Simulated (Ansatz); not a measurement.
**InF3 (SMILES [F][In]([F])[F]) at CCSD(T)/def2-SVPD (core potential)**

Aim: the vertical electron affinity of InF3 at CCSD(T)/def2-SVPD (core potential), from 2 runs. 

Program for the calculation: Ansatz 0.2.0.

27 further runs of the same task are left out: 27 set aside as unsound or not needed. Runs told in other sessions of the task aren't counted.

## (1) The system as given

InF3 has 4 atoms, charge 0, and is taken as a singlet. As SMILES, `[F][In]([F])[F]`. The coordinates come from a PBE0-D4/def2-TZVP relaxation.

Bond lengths: F1–In2 1.918 Å, In2–F3 1.918 Å, In2–F4 1.918 Å. Angles: F1–In2–F3 120.0°, F1–In2–F4 120.0°, F3–In2–F4 120.0°.

## (2) The energy at CCSD(T)/def2-SVPD (core potential)

molecule.yaml reads:

```yaml
crystal:
  periodic: [false, false, false]
  atoms:
    - {symbol: F, position_ang: [-1.305700, -0.375500, 1.339800]}
    - {symbol: In, position_ang: [0.013900, -0.015100, -0.005100]}
    - {symbol: F, position_ang: [1.768100, -0.777100, 0.143700]}
    - {symbol: F, position_ang: [-0.421000, 1.107400, -1.498700]}
basis:
  gaussian: {orbitals: def2-SVPD}
correlation: {method: ccsd_t, frozen_orbitals: {F: 1, In: 4}}
accuracy: high
scf: {omitted_lower_state_checks: [cluster_reference, increment]}
```

The run is started by

```sh
$ ansatz run molecule.yaml --threads 1 --pin off --max-ram 2610MiB --events-out events.jsonl --progress --plain --runs-dir runs
```

The log of the run, cut to the lines that bear on the results:

```text
Warning: RAYON_NUM_THREADS=1 ignored (pool sized by the plan → 1); use --threads N
Functional definition: HF
  name "HF"
[...]
2116 factors; integrals over basis functions are off by at most 1.3e-8 eV
[...]
mean field -13262.10088149 eV, -487.3732180199 hartree, gradient 1.6e-8 eV, S^2 0.000000; 0 other end points of the search recorded, 0 dependent functions left out
7 core orbitals not correlated: weight in the atoms' cores, before any rotation towards them, 1.000 or more for the frozen orbitals, at most 0.000 for the correlated occupied ones
reference -13262.10088149 eV, -487.3732180199 hartree; 17, 17 occupied and 77, 77 virtual orbitals, 2116 factors
second order -18.86818947 eV of doubles, -0.00000000 eV of singles
cycle   1  -18.21677546 eV  change    6.5e-1 eV  update   1.4e-1
[...]
cycle  19  -18.84722975 eV  change  -8.1e-11 eV  update   2.9e-9
perturbative correction -0.46719398 eV, -0.0171690620 hartree
Total energy: -13281.41530522 eV, -488.0830100003 hartree
Checks for a lower state left out: cluster_reference, increment
```

Wall time 54 s (1 thread of Arm Neoverse V1, shared host); peak memory 0.79 GiB.

## (3) The doublet anion at the same level

molecule.yaml: that of step 2 with these lines changed.

```diff
@@ -8,5 +8,13 @@
 basis:
-  gaussian: {orbitals: def2-SVPD}
-correlation: {method: ccsd_t, frozen_orbitals: {F: 1, In: 4}}
+  gaussian:
+    orbitals: def2-SVPD
+total_charge: -1
+magnetization:
+  spin_polarized: true
+  initial_magnetization: 1
+correlation:
+  method: ccsd_t
+  frozen_orbitals: {F: 1, In: 4}
 accuracy: high
-scf: {omitted_lower_state_checks: [cluster_reference, increment]}
+scf:
+  omitted_lower_state_checks: [cluster_reference, increment]
```

The run is started by

```sh
$ ansatz run molecule.yaml --threads 1 --pin off --max-ram 2610MiB --events-out events.jsonl --progress --plain --runs-dir runs
```

The log of the run, cut to the lines that bear on the results:

```text
Warning: RAYON_NUM_THREADS=1 ignored (pool sized by the plan → 1); use --threads N
Functional definition: HF
  name "HF"
[...]
2116 factors; integrals over basis functions are off by at most 1.3e-8 eV
[...]
mean field -13262.72089285 eV, -487.3960030171 hartree, gradient 2.3e-8 eV, S^2 0.753750; 2 other end points of the search recorded, 0 dependent functions left out
7 core orbitals not correlated: weight in the atoms' cores, before any rotation towards them, 1.000 or more for the frozen orbitals, at most 0.000 for the correlated occupied ones
reference -13262.72089285 eV, -487.3960030171 hartree; 18, 17 occupied and 76, 77 virtual orbitals, 2116 factors
second order -19.27254300 eV of doubles, -0.00000000 eV of singles
cycle   1  -18.62694418 eV  change    6.5e-1 eV  update   1.5e-1
[...]
cycle  24  -19.28607694 eV  change  -7.3e-10 eV  update   1.9e-9
perturbative correction -0.51232810 eV, -0.0188277103 hartree
Total energy: -13282.51929789 eV, -488.1235809824 hartree
Checks for a lower state left out: cluster_reference, increment
```

Run time: 4.1 min. Hardware: 1 thread of Arm Neoverse V1, shared host; peak memory 1.8 GiB.

## (4) What came out

At CCSD(T)/def2-SVPD (core potential), 7 core orbitals frozen:

| quantity | value |
| --- | --- |
| singlet InF3: total energy | -488.08301 Eh |
| singlet InF3: correlation energy (7 core orbitals frozen) | -709.8 mEh |
| singlet InF3: (T) correction | -17.17 mEh |
| singlet InF3: T1 diagnostic | 0.017 |
| doublet anion: total energy | -488.12358 Eh |
| doublet anion: correlation energy (7 core orbitals frozen) | -727.6 mEh |
| doublet anion: (T) correction | -18.83 mEh |
| doublet anion: ⟨S²⟩ of the reference determinant | 0.754 |
| doublet anion: T1 diagnostic | 0.018 |
| vertical electron affinity (to the doublet anion) | 1.104 eV |

What this shows: At fixed nuclei the extra electron is bound by 1.10 eV (107 kJ/mol). The triples (singlet InF3) make up 2.4 % of the correlation energy. The triples (doublet anion) make up 2.6 % of the correlation energy.
